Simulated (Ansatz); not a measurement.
# SiCl₃F: up Jacob's ladder to CCSD(T)

Aim: compute SiCl₃F with functionals from several rungs and with coupled cluster, and see how far each lands from CCSD(T) at the basis-set limit for the atomisation energy.

Computed with Ansatz 0.2.0, Gaussian basis. Level: functionals in def2-TZVPP, the program's frozen cores in correlated methods.

Plan: LDA (SPW92), PBE-D4, revPBE-D4, BLYP-D4, r2SCAN-D4, B97M-V, PBE0-D4, B3LYP-D4, r2SCANh-D4, r2SCAN0-D4, HSE06-D4, BHLYP-D4, CAM-B3LYP-D4, LC-ωPBE, ωB97X-V, ωB97M-V, B2PLYP, PBE-QIDH; CCSD(T)/def2-SVP; CCSD(T)/def2-TZVPP; MP2/def2-QZVPP; extrapolation to the limit; RPA on PBE.

### Step 1. The relaxed structure

The geometry comes from an earlier relaxation with PBE0-D4 in a triple-zeta def2 set; it is a stationary point.

SMILES `F[Si](Cl)(Cl)Cl`, 5 atoms, charge 0, spin multiplicity 1.

Atoms are counted from 1 here; the program's logs count them from 0.

Bond lengths: F1–Si2 1.575 Å, Si2–Cl3 2.014 Å, Si2–Cl4 2.014 Å, Si2–Cl5 2.014 Å. Angles: F1–Si2–Cl3 108.4°, F1–Si2–Cl4 108.4°, F1–Si2–Cl5 108.4°, Cl3–Si2–Cl4 110.6°, Cl3–Si2–Cl5 110.6°, Cl4–Si2–Cl5 110.6°.

As a file:

```xyz
5

F     0.8748   -0.9316    1.0421
Si    0.0446   -0.0515    0.0338
Cl   -1.5965    0.6261    0.9853
Cl   -0.4726   -1.2025   -1.5363
Cl    1.1996    1.4859   -0.5663
```

### Step 2. LDA

This LDA is Slater exchange with PW92 correlation.

The input, in.yaml:

```yaml
crystal:
  periodic: [false, false, false]
  atoms:
    - {symbol: F, position_ang: [0.874789, -0.931623, 1.042072]}
    - {symbol: Si, position_ang: [0.044600, -0.051463, 0.033821]}
    - {symbol: Cl, position_ang: [-1.596524, 0.626073, 0.985314]}
    - {symbol: Cl, position_ang: [-0.472568, -1.202486, -1.536321]}
    - {symbol: Cl, position_ang: [1.199602, 1.485900, -0.566287]}
basis:
  gaussian: {orbitals: def2-TZVPP}
hamiltonian: {xc: lda}
output: {orbitals: {seedname: orbitals}}
```

On the command line:

```
ansatz run in.yaml --threads 4 --pin off --events-out ev --progress --plain --max-ram 10444MiB
```

After this run come: PBE-D4 (GGA); revPBE-D4 (GGA); BLYP-D4 (GGA); r2SCAN-D4 (meta-GGA); B97M-V (meta-GGA); B3LYP-D4 (hybrid); r2SCANh-D4 (hybrid); r2SCAN0-D4 (hybrid); HSE06-D4 (hybrid); BHLYP-D4 (hybrid); CAM-B3LYP-D4 (range-separated); LC-ωPBE (range-separated); ωB97X-V (range-separated); ωB97M-V (range-separated); B2PLYP (double hybrid); PBE-QIDH (double hybrid); CCSD(T) in def2-SVP; CCSD(T) in def2-TZVPP; MP2 in def2-QZVPP; RPA on PBE orbitals.

**Question.** What will the summary of the whole plan be? Wanted: atomisation energy, CCSD(T)/CBS; farthest beyond LDA; mean size of error, GGA; mean size of error, meta-GGA; mean size of error, hybrid; mean size of error, range-separated; mean size of error, double hybrid; gap, smallest and largest; T1 diagnostic.

As calculated:

```
                               quantity                                      value
        atomisation energy, CCSD(T)/CBS                                  18.786 eV
    functionals within 0.094 eV (0.5 %)     r2SCANh-D4, ωB97X-V, ωB97M-V, PBE-QIDH
                    farthest beyond LDA                       BHLYP-D4 (-1.036 eV)
                mean size of error, GGA                                   0.377 eV
           mean size of error, meta-GGA                                   0.191 eV
             mean size of error, hybrid                                   0.375 eV
    mean size of error, range-separated                                   0.200 eV
      mean size of error, double hybrid                                   0.320 eV
              gap, smallest and largest  6.75 eV (LDA (SPW92)), 14.63 eV (LC-ωPBE)
                          T1 diagnostic                                     0.0096
triples share of the correlation energy                                      3.8 %
```

In words: LDA overbinds by 2.757 eV (15 %). PBE-D4 misses by +0.204 eV. Double hybrids carry the basis error of their MP2 part in triple zeta, and no dispersion term here, so their miss is partly the set-up's. Taken by rung, meta-GGA functionals do best (0.191 eV on average) and GGA ones worst beyond LDA (0.377 eV). The gap between the best rungs is small, so their order is not settled. RPA and LDA stand outside this count. The reference freezes the cores and leaves out relativity and excitations past (T), so misses under about 0.094 eV can't be ranked. Hartree-Fock recovers 74 % of the binding; the rest is correlation. CCSD(T) in def2-SVP is off by -2.116 eV, more than most functionals: a good method in a small basis is no reference. Orbital gaps span 6.8 to 14.6 eV; exact exchange widens them.
